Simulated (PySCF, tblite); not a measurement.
# C₇H₉O₂ radical: geometry, infrared bands and EPR parameters

What infrared bands and EPR parameters should C₇H₉O₂ radical (`CC(=O)[C]1CCCC1=O`) show?

Programs: tblite 0.8.0 and PySCF 2.14.0, with density-fitted response routines of our own. Each step states its level of theory. These are calculated values for one molecule in the gas phase, unless marked as measured. Atoms count from 0, in the outputs and in this text.

### Step 1. Starting geometry

18 atoms, charge 0, multiplicity 2; geometry from: force field or distance geometry start.

Bonds of the start (Å): C0–C1 1.51, C1–O2 1.24, C1–C3 1.46, C3–C4 1.50, C4–C5 1.53, C5–C6 1.53, C6–C7 1.51, C7–O8 1.21, C7–C3 1.46, C0–H9 1.08, C0–H10 1.10, C0–H11 1.09, C4–H12 1.09, C4–H13 1.08, C5–H14 1.09, C5–H15 1.08, C6–H16 1.10, C6–H17 1.09.

### Step 2. Geometry optimisation with GFN2-xTB

What the job is given:

```
{"job": {"kind": "relax", "xc": "GFN2-xTB", "basis": "xTB"}, "charge": 0, "multiplicity": 2}
C      2.764200     0.196300    -0.288600
C      1.644500    -0.750100     0.059200
O      1.885100    -1.937300     0.342500
C      0.269100    -0.260000     0.089300
C     -0.893600    -1.135900     0.448000
C     -2.090600    -0.350600    -0.105000
C     -1.722900     1.132100     0.016000
C     -0.224300     1.101100    -0.126300
O      0.480100     2.059100    -0.362800
H      3.701300    -0.344800    -0.310300
H      2.578300     0.624200    -1.280400
H      2.827200     0.982700     0.468800
H     -0.838600    -2.123600    -0.008900
H     -0.961400    -1.251400     1.524600
H     -3.014900    -0.580800     0.431600
H     -2.243900    -0.601800    -1.147300
H     -1.977500     1.531200     1.009000
H     -2.191000     1.715900    -0.770900
```

Run with:

```
$ OMP_NUM_THREADS=1 python probes_run.py task.json out
```

One launch serves the whole session: the jobs run in the order shown.

**Question.** This job is followed by: GFN2-xTB harmonic vibrations, gas phase; UKS B3LYP, pcH-1 on C H O, non-relativistic, mean-field spin-orbit, GIAO. Predict these results of the whole session: strongest single infrared mode (GFN2-xTB); zero-point energy (GFN2-xTB); g(iso) (B3LYP); ⟨S²⟩; largest a(iso) (averaged by class); surface potential, 1st and 99th percentile.

As calculated:

| quantity | value |
| --- | --- |
| strongest single infrared mode (GFN2-xTB) | 1630 cm⁻¹, 293 km/mol |
| zero-point energy (GFN2-xTB) | 89.2 kcal/mol |
| g(iso) (B3LYP) | 2.00643 |
| ⟨S²⟩ | 0.764 (exact 0.75) |
| largest a(iso) (averaged by class) | 1H on H12, H13, 102.1 MHz |
| surface potential, 1st and 99th percentile | -1.55 V and 1.06 V |

What this shows: Relaxing lowered the energy by 0.120 eV in 58 steps; the close pair that moved most is C3–C4, from 1.499 to 1.476 Å. No mode is imaginary among the 48: a minimum at this level. The strongest single mode, at 1630 cm⁻¹, moves mainly C1 and O2. GFN2-xTB is a fitted tight-binding method: band positions and strengths are rough. Its intensities can rank the bands wrongly. The largest share of the spin, 0.74 e, sits on C3. The isotropic g lies 4.1 ppt above the free-electron value.
